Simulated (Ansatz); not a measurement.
**CH₅FS₂Si: a ladder of functionals and wavefunction methods**

An exercise on one series of results from a longer session: the logs are not shown, and one member is left open.

Method: functionals in def2-TZVPP, the program's frozen cores in correlated methods; program: Ansatz 0.2.0, Gaussian basis.

The runs, in order: PBE-D4, r2SCAN-D4, PBE0-D4, B3LYP-D4, ωB97X-V, ωB97M-V, B2PLYP; CCSD(T)/def2-TZVPP; MP2/def2-QZVPP; extrapolation to the limit.

## The geometry

The geometry comes from an earlier relaxation with PBE0-D4 in a triple-zeta def2 set; it is a stationary point, not always the lowest conformer.

SMILES `FC([SiH3])SS`, 10 atoms, charge 0, spin multiplicity 1.

Atoms are counted from 1 here; the program's logs count them from 0.

Bond lengths: F1–C2 1.392 Å, C2–Si3 1.911 Å, C2–S4 1.787 Å, C2–H6 1.098 Å, Si3–H7 1.483 Å, Si3–H8 1.486 Å, Si3–H9 1.479 Å, S4–S5 2.043 Å, S5–H10 1.347 Å. Angles: F1–C2–Si3 108.2°, F1–C2–S4 111.8°, F1–C2–H6 107.0°, Si3–C2–S4 115.9°, Si3–C2–H6 110.3°, S4–C2–H6 103.2°, C2–Si3–H7 109.6°, C2–Si3–H8 106.5°, C2–Si3–H9 110.0°, H7–Si3–H8 109.7°, H7–Si3–H9 111.7°, H8–Si3–H9 109.3°, C2–S4–S5 104.5°, S4–S5–H10 98.5°.

Set-up of the first run:

in.yaml reads:

```yaml
crystal:
  periodic: [false, false, false]
  atoms:
    - {symbol: F, position_ang: [-1.083113, -1.560434, 0.248764]}
    - {symbol: C, position_ang: [-0.953048, -0.174101, 0.258409]}
    - {symbol: Si, position_ang: [0.068793, 0.341145, -1.271796]}
    - {symbol: S, position_ang: [-0.358016, 0.424967, 1.833832]}
    - {symbol: S, position_ang: [1.675446, 0.285759, 1.700059]}
    - {symbol: H, position_ang: [-1.966396, 0.244730, 0.197807]}
    - {symbol: H, position_ang: [0.498099, 1.752994, -1.129409]}
    - {symbol: H, position_ang: [-0.833949, 0.209109, -2.445054]}
    - {symbol: H, position_ang: [1.224773, -0.566897, -1.438312]}
    - {symbol: H, position_ang: [1.810409, -1.008570, 2.048599]}
basis:
  gaussian: {orbitals: def2-TZVPP}
hamiltonian: {xc: pbe, dispersion: d4}
output: {forces: true, orbitals: {seedname: orbitals}}
```

Launch:

```bash
$ ansatz run in.yaml --threads 4 --pin off --events-out ev --progress --plain --max-ram 10444MiB
```

Among the steps run: PBE-D4 (GGA); r2SCAN-D4 (meta-GGA); PBE0-D4 (hybrid); B3LYP-D4 (hybrid); ωB97X-V (range-separated); ωB97M-V (range-separated); B2PLYP (double hybrid); CCSD(T) in def2-TZVPP; MP2 in def2-QZVPP.

One of the session's tables, all rows but one given; the rest of the session is left out.

It belongs to the step «Atomisation energies». 

```
            method  atomisation energy (eV)
            PBE-D4                   33.262
         r2SCAN-D4                   32.721
           PBE0-D4                   32.548
          B3LYP-D4                   32.453
           ωB97X-V                   32.849
           ωB97M-V                   32.801
            B2PLYP                   31.933
     HF/def2-TZVPP                   22.558
    MP2/def2-TZVPP                   31.928
   CCSD/def2-TZVPP                   30.849
CCSD(T)/def2-TZVPP                        ?
           MP2/CBS                   33.033
       CCSD(T)/CBS                   32.566
```

**Question.** Estimate the row for CCSD(T)/def2-TZVPP.

**Answer.** atomisation energy (eV): 31.462. In the column «atomisation energy (eV)» it lies between CCSD/def2-TZVPP (30.849) and MP2/def2-TZVPP (31.928).
